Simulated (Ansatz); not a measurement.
# CH7NSSi2: the cost of one run

All numbers below are computed with Ansatz 0.2.0 (RKS r2SCAN-D4/def2-SVP).

### Step 1. Starting point

Bond lengths: C1–Si2 1.799 Å, Si2–S3 2.153 Å, Si2–Si4 2.271 Å, S3–Si4 2.205 Å, Si4–N5 1.740 Å, C1–H6 1.028 Å, C1–H7 1.127 Å, C1–H8 1.109 Å, Si2–H9 1.533 Å, Si4–H10 1.408 Å, N5–H11 0.988 Å, N5–H12 1.015 Å. Angles (14 of 22 angles, heavy atoms first): C1–Si2–S3 111.9°, C1–Si2–Si4 119.1°, S3–Si2–Si4 59.7°, Si2–S3–Si4 62.8°, Si2–Si4–S3 57.5°, Si2–Si4–N5 119.3°, S3–Si4–N5 96.2°, C1–Si2–H9 118.4°, S3–Si2–H9 110.9°, Si4–Si2–H9 120.2°, Si2–C1–H6 115.3°, Si2–C1–H7 109.0°, Si2–C1–H8 110.4°, Si2–Si4–H10 125.3°.

As a file:

```xyz
12

C    -1.3098   -0.9936    1.2203
Si    0.1591    0.0451    1.2456
S    -0.0792    1.8041    0.0275
Si    1.3690    0.2911   -0.6608
N     0.6106   -0.0113   -2.1970
H    -1.1932   -1.9291    1.6305
H    -2.1318   -0.4804    1.7965
H    -1.7061   -1.0763    0.1875
H     0.7779    0.3986    2.6031
H     2.6230    0.9254   -0.7519
H     1.1929    0.4227   -2.8666
H    -0.2355    0.5487   -2.2007
```

### Step 2. End point A

File input.yaml:

```yaml
crystal:
  periodic: [false, false, false]
  atoms:
    - { symbol: C, position_ang: [-1.3098, -0.9936, 1.2203] }
    - { symbol: Si, position_ang: [0.1591, 0.0451, 1.2456] }
    - { symbol: S, position_ang: [-0.0792, 1.8041, 0.0275] }
    - { symbol: Si, position_ang: [1.369, 0.2911, -0.6608] }
    - { symbol: "N", position_ang: [0.6106, -0.0113, -2.197] }
    - { symbol: H, position_ang: [-1.1932, -1.9291, 1.6305] }
    - { symbol: H, position_ang: [-2.1318, -0.4804, 1.7965] }
    - { symbol: H, position_ang: [-1.7061, -1.0763, 0.1875] }
    - { symbol: H, position_ang: [0.7779, 0.3986, 2.6031] }
    - { symbol: H, position_ang: [2.623, 0.9254, -0.7519] }
    - { symbol: H, position_ang: [1.1929, 0.4227, -2.8666] }
    - { symbol: H, position_ang: [-0.2355, 0.5487, -2.2007] }
basis:
  gaussian: { orbitals: def2-SVP }
hamiltonian:
  xc: r2scan
  dispersion: d4
relax:
  f_tol: 0.015
  max_steps: 40
```

Launch:

```sh
$ ansatz run input.yaml --threads 2 --pin off --max-ram 3072MiB --backend cpu --events-out ev --progress --plain --runs-dir out
```

**Question.** How long does this run take on 2 threads of Intel Xeon Platinum 8488C (Sapphire Rapids), shared host, and how much memory does it need?

About 33 s, with a peak of 0.2 GiB.
